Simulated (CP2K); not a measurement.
**CH8B2N2 (SMILES CBNBN) at IPEA1-xTB**

What is the energy change on altering one bond length of CH8B2N2 at IPEA1-xTB? 

The calculation is run with CP2K 2026.2.

2 further runs of the same task are left out: 1 that didn't finish, 1 set aside as unsound or not needed.

### Step 1. The molecule

CH8B2N2 has 13 atoms, charge 0, and is taken as a singlet. SMILES: `CBNBN`. The shape comes from a force field and isn't a relaxed structure. This is one conformer, not always the lowest.

Bond lengths: C1–B2 1.560 Å, B2–N3 1.494 Å, N3–B4 1.576 Å, B4–N5 1.454 Å, C1–H6 1.137 Å, C1–H7 1.063 Å, C1–H8 1.146 Å, B2–H9 1.155 Å, N3–H10 1.068 Å, B4–H11 1.241 Å, N5–H12 1.023 Å, N5–H13 1.023 Å. Some angles: C1–B2–N3 118.8°, B2–N3–B4 110.7°, N3–B4–N5 122.8°, C1–B2–H9 121.8°, N3–B2–H9 119.3°, B2–C1–H6 109.8°, B2–C1–H7 112.7°, B2–C1–H8 106.4°, B2–N3–H10 110.9°, B4–N3–H10 105.2°.

### Step 2. Energy and forces at IPEA1-xTB

Input file run.inp:

```
&GLOBAL
  PROJECT run
  RUN_TYPE ENERGY_FORCE
  PRINT_LEVEL MEDIUM
&END GLOBAL
&FORCE_EVAL
  METHOD QUICKSTEP
  &DFT
    &QS
      METHOD XTB
      EPS_DEFAULT 1.0E-10
      &XTB
        GFN_TYPE TBLITE
        &TBLITE
          METHOD IPEA1
        &END TBLITE
        CHECK_ATOMIC_CHARGES F
      &END XTB
    &END QS
    &POISSON
      PERIODIC NONE
      POISSON_SOLVER ANALYTIC
    &END POISSON
    &SCF
      SCF_GUESS ATOMIC
      EPS_SCF 1.0E-07
      MAX_SCF 150
      ADDED_MOS 4
      &DIAGONALIZATION
        ALGORITHM STANDARD
      &END DIAGONALIZATION
      &MIXING
        METHOD DIRECT_P_MIXING
        ALPHA 0.4
      &END MIXING
    &END SCF
    &PRINT
      &MOMENTS
        PERIODIC F
        REFERENCE COM
        MAX_MOMENT 1
      &END MOMENTS
      &MO ON
        ENERGIES T
        OCCUPATION_NUMBERS T
        NDIGITS 6
        &EACH
          QS_SCF 0
        &END EACH
        ADD_LAST NUMERIC
      &END MO
      &HIRSHFELD OFF
      &END HIRSHFELD
    &END PRINT
  &END DFT
  &SUBSYS
    &CELL
      ABC 21.9 19.3 19
      PERIODIC NONE
    &END CELL
    &COORD
      C     -2.092400    -0.799100    -0.227900
      B     -0.718800    -0.331700    -0.801000
      N      0.519700    -0.593300    -0.007300
      B      1.162500     0.759100     0.484800
      N      2.492600     1.191000     0.085000
      H     -2.327600    -0.224700     0.724500
      H     -2.139600    -1.850400    -0.081400
      H     -2.889600    -0.449800    -0.973500
      H     -0.637700     0.231200    -1.806200
      H      0.294000    -1.136300     0.884100
      H      0.421500     1.432700     1.217900
      H      2.942000     0.448500    -0.455600
      H      2.993800     1.288100     0.971300
    &END COORD
    &TOPOLOGY
      &CENTER_COORDINATES
      &END CENTER_COORDINATES
    &END TOPOLOGY
  &END SUBSYS
  &PRINT
    &FORCES ON
    &END FORCES
  &END PRINT
&END FORCE_EVAL
```

Started as:

```bash
OMP_NUM_THREADS=1 cp2k.psmp -i run.inp -o run.out
```

The program printed:

```text
CP2K| version string:                                       CP2K version 2026.2
[...]
 GLOBAL| Method name                                                        CP2K
[...]
 GLOBAL| Run type                                                   ENERGY_FORCE
[...]
                             - Atoms:                                         13
[...]
                             - Spherical basis functions:                     41
[...]
 Number of electrons:                                                         28
[...]
  *** SCF run converged in    18 steps ***
[...]
  Fermi energy:                                                -0.29350096526205
[...]
 TB_DIPOLE| Moment [Debye]          1.50985095      -0.26681989       1.61954890
 TB_DIPOLE| Derivative [a.u.]       0.00000000       0.00000000       0.00000000
[...]
 ENERGY| Total FORCE_EVAL ( QS ) energy [hartree]            -17.772031912985657
 FORCES| Atomic forces [hartree/bohr]
 FORCES|   Atom     x               y               z               |f|
 FORCES|      1 -3.69722130E-02  5.30406758E-02 -1.59147768E-02   6.65848177E-02
 FORCES|      2  5.08232840E-02 -1.70294147E-02  3.09991103E-02   6.19189147E-02
 FORCES|      3 -2.32215263E-02  4.22142853E-02  1.81785273E-02   5.14950874E-02
 FORCES|      4 -9.71534500E-03 -5.76122146E-03 -7.84424336E-03   1.37517910E-02
 FORCES|      5 -5.01244097E-02 -4.82191413E-02  2.43922744E-02   7.37056652E-02
 FORCES|      6  6.71641341E-03 -2.22843243E-02 -1.91261884E-02   3.01249465E-02
 FORCES|      7 -1.05634232E-02 -2.35241169E-02  1.05424535E-02   2.78588103E-02
 FORCES|      8  1.35101651E-02 -2.05787579E-02  2.63042808E-02   3.60267265E-02
 FORCES|      9  6.40732429E-03  1.31947968E-02 -1.73637784E-02   2.27300960E-02
 FORCES|     10  5.16512717E-03  1.91964340E-02 -2.82862918E-02   3.45730520E-02
 FORCES|     11  2.64099869E-02 -1.58313294E-02 -1.11869122E-02   3.27607296E-02
 FORCES|     12  9.36140887E-03  7.72284087E-03 -2.16002345E-03   1.23265546E-02
 FORCES|     13  1.22032074E-02  1.78592731E-02 -8.53443186E-03   2.32531382E-02
[...]
```

Run time: 0.53 s. Hardware: 1 thread of Arm Neoverse N1, shared host; peak memory 0.14 GiB.

### Step 3. The distorted shape

Input file job.inp:

```
&GLOBAL
  PROJECT job
  RUN_TYPE ENERGY_FORCE
  PRINT_LEVEL MEDIUM
&END GLOBAL

&FORCE_EVAL
  METHOD Quickstep
  &DFT
    &QS
      METHOD XTB
      EPS_DEFAULT 1.0E-10
      &XTB
        GFN_TYPE TBLITE
        &TBLITE
          METHOD IPEA1
        &END TBLITE
        CHECK_ATOMIC_CHARGES F
      &END XTB
    &END QS
    &POISSON
      PERIODIC NONE
      POISSON_SOLVER ANALYTIC
    &END POISSON
    &SCF
      SCF_GUESS ATOMIC
      EPS_SCF 1.0E-07
      MAX_SCF 150
      ADDED_MOS 4
      &DIAGONALIZATION
        ALGORITHM STANDARD
      &END DIAGONALIZATION
      &MIXING
        METHOD DIRECT_P_MIXING
        ALPHA 0.4
      &END MIXING
    &END SCF
    &PRINT
      &MOMENTS
        PERIODIC F
        REFERENCE COM
        MAX_MOMENT 1
      &END MOMENTS
      &MO ON
        ENERGIES T
        OCCUPATION_NUMBERS T
        NDIGITS 6
        &EACH
          QS_SCF 0
        &END EACH
        ADD_LAST NUMERIC
      &END MO
      &HIRSHFELD OFF
      &END HIRSHFELD
    &END PRINT
  &END DFT
  &SUBSYS
    &CELL
      ABC 22.4 19.3 19
      PERIODIC NONE
    &END CELL
    &COORD
      C     -1.614079    -1.008680     0.219461
      B     -0.240479    -0.541280    -0.353639
      N      0.998021    -0.802880     0.440061
      B      1.640821     0.549520     0.932161
      N      2.970921     0.981420     0.532361
      H     -1.849279    -0.434280     1.171861
      H     -1.661279    -2.059980     0.365961
      H     -2.889600    -0.449800    -0.973500
      H     -0.159379     0.021620    -1.358839
      H      0.772321    -1.345880     1.331461
      H      0.899821     1.223120     1.665261
      H      3.420321     0.238920    -0.008239
      H      3.472121     1.078520     1.418661
    &END COORD
    &TOPOLOGY
      &CENTER_COORDINATES
      &END CENTER_COORDINATES
    &END TOPOLOGY
  &END SUBSYS
  &PRINT
    &FORCES ON
    &END FORCES
  &END PRINT
&END FORCE_EVAL
```

Started as:

```bash
OMP_NUM_THREADS=1 cp2k.psmp -i job.inp -o job.out
```

The program printed:

```text
CP2K| version string:                                       CP2K version 2026.2
[...]
 GLOBAL| Method name                                                        CP2K
[...]
 GLOBAL| Run type                                                   ENERGY_FORCE
[...]
                             - Atoms:                                         13
[...]
                             - Spherical basis functions:                     41
[...]
 Number of electrons:                                                         28
[...]
  *** SCF run converged in    19 steps ***
[...]
  Fermi energy:                                                -0.30045036533330
[...]
 TB_DIPOLE| Moment [Debye]          1.87590136      -0.36494867       1.93349822
 TB_DIPOLE| Derivative [a.u.]       0.00000000       0.00000000       0.00000000
[...]
 ENERGY| Total FORCE_EVAL ( QS ) energy [hartree]            -17.634934923055489
 FORCES| Atomic forces [hartree/bohr]
 FORCES|   Atom     x               y               z               |f|
 FORCES|      1 -5.09837681E-02  6.14578892E-02 -3.35415925E-02   8.66109415E-02
 FORCES|      2  2.97590746E-02 -1.26008269E-02  1.86914216E-02   3.73329962E-02
 FORCES|      3 -2.56908795E-02  3.91900859E-02  2.10331977E-02   5.13641853E-02
 FORCES|      4 -9.75941880E-03 -4.86377658E-03 -7.51274600E-03   1.32417495E-02
 FORCES|      5 -5.07647513E-02 -4.88682504E-02  2.45244194E-02   7.46097381E-02
 FORCES|      6 -2.94660536E-03 -2.07849527E-02 -2.96467593E-02   3.63266718E-02
 FORCES|      7 -1.90457833E-02 -1.95572305E-02  3.69790994E-03   2.75481699E-02
 FORCES|      8  6.82805050E-02 -3.55338076E-02  6.94425785E-02   1.03668465E-01
 FORCES|      9  7.42367685E-03  1.27320539E-02 -1.65832431E-02   2.21860345E-02
 FORCES|     10  5.74216519E-03  1.89737564E-02 -2.80322051E-02   3.43333717E-02
 FORCES|     11  2.63905933E-02 -1.58775878E-02 -1.12843650E-02   3.28008857E-02
 FORCES|     12  9.40632198E-03  7.81596005E-03 -2.22838687E-03   1.24311638E-02
 FORCES|     13  1.21888695E-02  1.79166869E-02 -8.56022933E-03   2.32992218E-02
[...]
```

Wall time 0.53 s (1 thread of Arm Neoverse N1, shared host); peak memory 0.14 GiB.

### Step 4. Summary of results

Level: IPEA1-xTB.

| quantity | value |
| --- | --- |
| first shape: total energy | -17.77203 Eh |
| first shape: dipole moment (from atomic charges alone) | 2.23 D |
| first shape: HOMO energy | -11.97 eV |
| first shape: LUMO energy | -7.09 eV |
| first shape: HOMO–LUMO gap | 4.88 eV |
| first shape: largest force on an atom | 3.790 eV/Å |
| distorted shape: total energy | -17.63493 Eh |
| distorted shape: dipole moment (from atomic charges alone) | 2.72 D |
| distorted shape: HOMO energy | -11.89 eV |
| distorted shape: LUMO energy | -7.28 eV |
| distorted shape: HOMO–LUMO gap | 4.61 eV |
| distorted shape: largest force on an atom | 5.331 eV/Å |
| energy change with the C1–H8 bond stretched from 1.146 to 1.834 Å | 3.731 eV |

What this shows: With the C1–H8 bond stretched from 1.146 to 1.834 Å the energy rises by 3.73 eV (86 kcal/mol). The first shape isn't relaxed at this level, so the change isn't measured from a minimum. The largest force (first shape) is 3.79 eV/Å: the shape isn't a stationary point for this species at this level. The dipole (first shape) comes from point charges on the atoms alone, without atomic dipoles, so it is partial. The dipole (distorted shape) comes from point charges on the atoms alone, without atomic dipoles, so it is partial.
